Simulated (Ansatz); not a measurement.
# Ga2Pt (Fm-3m): equation of state with a fit, by script

Wanted for Ga2Pt (Fm-3m): an equation of state with a fit.

All numbers are computed with Ansatz 0.2.0 through its Python package. Level of theory: DFT r2SCAN+D3(BJ), plane waves, PAW.

**1. Starting point**

Symmetry: Fm-3m, No. 225, cubic system. Conventional cell: a = 5.911 Å, b = 5.911 Å, c = 5.911 Å, α = 90.00°, β = 90.00°, γ = 90.00°. Around Ga (site symmetry -43m) lie 4 Pt at 2.56 Å. Pt (site symmetry m-3m) has 8 Ga at 2.56 Å in its first shell of neighbours.

No structure file is read: the coordinates are typed or built in the script.

**2. The script**

eos.py

```python
"""Energy against volume for Ga2Pt, with a fit."""

import ansatz as az
import numpy as np

VECTORS = np.array([
    [0.0, 2.9555, 2.9555],
    [2.9555, 0.0, 2.9555],
    [2.9555, 2.9555, 0.0],
])
SITES = [
    ("Ga", (0.25, 0.25, 0.25)),
    ("Ga", (0.75, 0.75, 0.75)),
    ("Pt", (0.0, 0.0, 0.0)),
]


def on_lattice(cell):
    crystal = az.Crystal(lattice=az.Lattice.of(cell))
    for symbol, position in SITES:
        crystal = crystal.atom(symbol, position)
    return crystal


def main() -> None:
    # scale the volume, keep shape and fractions
    volumes, energies = [], []
    for scale in np.linspace(0.88, 1.12, 7):
        cell = VECTORS * scale ** (1 / 3)
        model = (
            on_lattice(cell).calculation()
            .functional("r2scan", dispersion="d3bj")
            .occupations(az.OccupationsMethod.COLD)
            .basis(600)
            .kpoints(9, 9, 9)
        )
        summary = model.run(threads=1, backend="cpu").report
        volumes.append(abs(np.linalg.det(cell)) / len(SITES))
        energies.append(summary["free_energy_ev"] / len(SITES))
        print(f"V = {volumes[-1]:8.4f} A^3/atom  F = {energies[-1]:.5f} eV/atom")

    # third-order Birch-Murnaghan: a cubic in V^(-2/3)
    x = np.array(volumes) ** (-2 / 3)
    poly = np.polynomial.Polynomial.fit(x, energies, 3).convert()
    roots = poly.deriv().roots()
    x0 = min((r.real for r in roots if abs(r.imag) < 1e-9 and poly.deriv(2)(r.real) > 0), key=lambda r: abs(r - x.mean()))
    v0 = x0 ** -1.5
    b0 = 4 / 9 * poly.deriv(2)(x0) * v0 ** (-7 / 3) * 160.21766
    b1 = 4 + 2 / 3 * x0 * poly.deriv(3)(x0) / poly.deriv(2)(x0)
    print(f"V0 = {v0:.4f} A^3/atom, B0 = {b0:.1f} GPa, dB/dP = {b1:.2f}")


if __name__ == "__main__":
    main()
```

**3. What the engine is handed**

The engine receives this input (first run):

```yaml
crystal:
  lattice:
    - [0.0, 2.8322082775098116, 2.8322082775098116]
    - [2.8322082775098116, 0.0, 2.8322082775098116]
    - [2.8322082775098116, 2.8322082775098116, 0.0]
  atoms:
    - { symbol: Ga, position: [0.25, 0.25, 0.25] }
    - { symbol: Ga, position: [0.75, 0.75, 0.75] }
    - { symbol: Pt, position: [0.0, 0.0, 0.0] }
basis:
  ecutwfc: 600.0
kpoints:
  mp_grid:
    grid: [9, 9, 9]
hamiltonian:
  xc: r2scan
  dispersion: d3bj
scf:
  occupations:
    method: cold
```

**4. Running it**

The run is started by

```sh
> python eos.py
```

**Question.** Estimate the equilibrium volume and the bulk modulus.

**Answer**, as computed:

```
                      quantity            value
                 runs compared                7
               range of energy  132.75 meV/atom
lowest point, volume (Å³/atom)           17.211
      equilibrium volume (fit)    17.15 Å³/atom
            bulk modulus (fit)          140 GPa
```

In words: A third-order Birch-Murnaghan fit through the 7 points has its minimum at 17.15 Å³ an atom, 0.3 % below the typed cell, with a bulk modulus of 140 GPa. From that minimum the energy rises by 132.8 meV an atom on the compressed side and 90.0 meV on the expanded side. Notes:
- No spin polarisation was allowed.
- The dispersion term runs with damping parameters of another functional.
- Spin-orbit coupling, which matters for elements this heavy, is left out.
